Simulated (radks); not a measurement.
# Valence configurations of Zr⁺

Aim: which of several valence configurations of Zr⁺ lies lowest at this level, and whether it is the one NIST lists ([Kr] 4d2 5s1).

The numbers are computed with radks (a radial shooting solver on a logarithmic mesh, Libxc functionals) version 1 (Dirac Kohn-Sham, PBE, spin-unpolarised, spherical densities, point nucleus; open shells fill j = l - 1/2 first), except any that are marked as measured or tabulated.

## 1. The atom as given

* element: zirconium (Z = 40)
* charge: +1
* electrons: 39
* configuration: [Kr] 4d2 5s1
* others tried: 4d3; 4d2.5 5s0.5; 5s1 5p2; 5p3; 4d2 5p1; 4d1 5s1 5p1; 4d1 5p2; 4d1.5 5s1 5p0.5; 4d1 5s2

## 2. [Kr] 4d2 5s1

Settings of this run:

```text
Z 40
configuration [Kr] 4d2 5s1
relativity Dirac
functional pbe,pbe
spin unpolarised
j_filling energy
nucleus point
c 137.035999084
```

## 3. [Kr] 4d3

Changes since step 2:

```diff
@@ -1,3 +1,3 @@
 Z 40
-configuration [Kr] 4d2 5s1
+configuration [Kr] 4d3
 relativity Dirac
```

## 4. [Kr] 4d2.5 5s0.5

Changes since step 3:

```diff
@@ -1,3 +1,3 @@
 Z 40
-configuration [Kr] 4d3
+configuration [Kr] 4d2.5 5s0.5
 relativity Dirac
```

## 5. [Kr] 5s1 5p2

Changes since step 4:

```diff
@@ -1,3 +1,3 @@
 Z 40
-configuration [Kr] 4d2.5 5s0.5
+configuration [Kr] 5s1 5p2
 relativity Dirac
```

## 6. [Kr] 5p3

Changes since step 5:

```diff
@@ -1,3 +1,3 @@
 Z 40
-configuration [Kr] 5s1 5p2
+configuration [Kr] 5p3
 relativity Dirac
```

## 7. [Kr] 4d2 5p1

Changes since step 6:

```diff
@@ -1,3 +1,3 @@
 Z 40
-configuration [Kr] 5p3
+configuration [Kr] 4d2 5p1
 relativity Dirac
```

## 8. [Kr] 4d1 5s1 5p1

Changes since step 7:

```diff
@@ -1,3 +1,3 @@
 Z 40
-configuration [Kr] 4d2 5p1
+configuration [Kr] 4d1 5s1 5p1
 relativity Dirac
```

## 9. [Kr] 4d1 5p2

Changes since step 8:

```diff
@@ -1,3 +1,3 @@
 Z 40
-configuration [Kr] 4d1 5s1 5p1
+configuration [Kr] 4d1 5p2
 relativity Dirac
```

## 10. [Kr] 4d1.5 5s1 5p0.5

Changes since step 9:

```diff
@@ -1,3 +1,3 @@
 Z 40
-configuration [Kr] 4d1 5p2
+configuration [Kr] 4d1.5 5s1 5p0.5
 relativity Dirac
```

## 11. [Kr] 4d1 5s2

Changes since step 10:

```diff
@@ -1,3 +1,3 @@
 Z 40
-configuration [Kr] 4d1.5 5s1 5p0.5
+configuration [Kr] 4d1 5s2
 relativity Dirac
```

**Question.** What will these runs give? Wanted: for each run, valence; E − E(NIST configuration); highest level; its energy; 1s shift.

As calculated:

```tsv
valence	E − E(NIST configuration) (eV)	highest level	its energy (eV)	1s shift (eV)
4d2 5s1	0.000	5s1/2	-9.927	+0.00
4d2.5 5s0.5	0.061	4d3/2	-9.062	+1.46
4d3	0.330	4d3/2	-8.177	+2.78
4d1 5s2	0.598	5s1/2	-11.038	-3.31
4d1.5 5s1 5p0.5	2.040	5p1/2	-7.029	-2.16
4d2 5p1	3.598	5p1/2	-6.916	-1.12
4d1 5s1 5p1	4.511	5p1/2	-7.677	-4.45
4d1 5p2	8.482	5p1/2	-8.157	-5.54
5s1 5p2	10.866	5p1/2	-8.895	-9.31
5p3	15.465	5p3/2	-9.122	-10.48
```

In words: Theory agrees with NIST among these: the next, 4d2.5 5s0.5, lies 0.061 eV higher. The energies are those of spherical spin-averaged densities, not of single terms. The 1s eigenvalue shifts by up to 10.48 eV as the valence charge is rearranged.
